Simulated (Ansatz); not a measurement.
# AsBH4O: the cost of one run

Method: RKS B3LYP/def2-SVP, in Ansatz 0.2.0.

1 further run of the same task is left out (it didn't finish).

## Step 1: The structure to begin with

Bond lengths: O1–B2 1.332 Å, B2–As3 2.027 Å, O1–H4 0.959 Å, B2–H5 1.186 Å, As3–H6 1.498 Å, As3–H7 1.504 Å. Angles: O1–B2–As3 116.1°, O1–B2–H5 121.2°, As3–B2–H5 122.6°, B2–O1–H4 119.4°, B2–As3–H6 93.9°, B2–As3–H7 93.5°, H6–As3–H7 90.2°.

Coordinates:

```xyz
7

O    -1.4420    0.0835   -0.3329
B    -0.2024   -0.3916   -0.4387
As    0.9504   -0.2547    1.2233
H    -2.0404    0.0081   -1.0783
H     0.1737   -0.9118   -1.4358
H     0.4517    1.1119    1.5801
H     2.1090    0.3548    0.4824
```

## Step 2: End point A

input.yaml reads:

```yaml
crystal:
  periodic: [false, false, false]
  atoms:
    - { symbol: O, position_ang: [-1.44196, 0.08348, -0.33286] }
    - { symbol: B, position_ang: [-0.20235, -0.39163, -0.43875] }
    - { symbol: As, position_ang: [0.95036, -0.25472, 1.22326] }
    - { symbol: H, position_ang: [-2.04038, 0.00806, -1.07832] }
    - { symbol: H, position_ang: [0.17371, -0.91179, -1.43582] }
    - { symbol: H, position_ang: [0.45168, 1.11186, 1.58011] }
    - { symbol: H, position_ang: [2.10895, 0.35475, 0.48237] }
basis:
  gaussian: { orbitals: def2-SVP }
hamiltonian:
  xc: b3lyp
relax:
  f_tol: 0.015
  max_steps: 40
output:
  orbitals: {}
```

On the command line:

```sh
$ ansatz run input.yaml --threads 1 --pin off --max-ram 2048MiB --backend cpu --events-out ev --progress --plain --runs-dir out
```

Q: Estimate wall time and peak memory on 1 thread of Intel Xeon Platinum 8488C (Sapphire Rapids), shared host.

About 29 s, with a peak of 0.17 GiB.
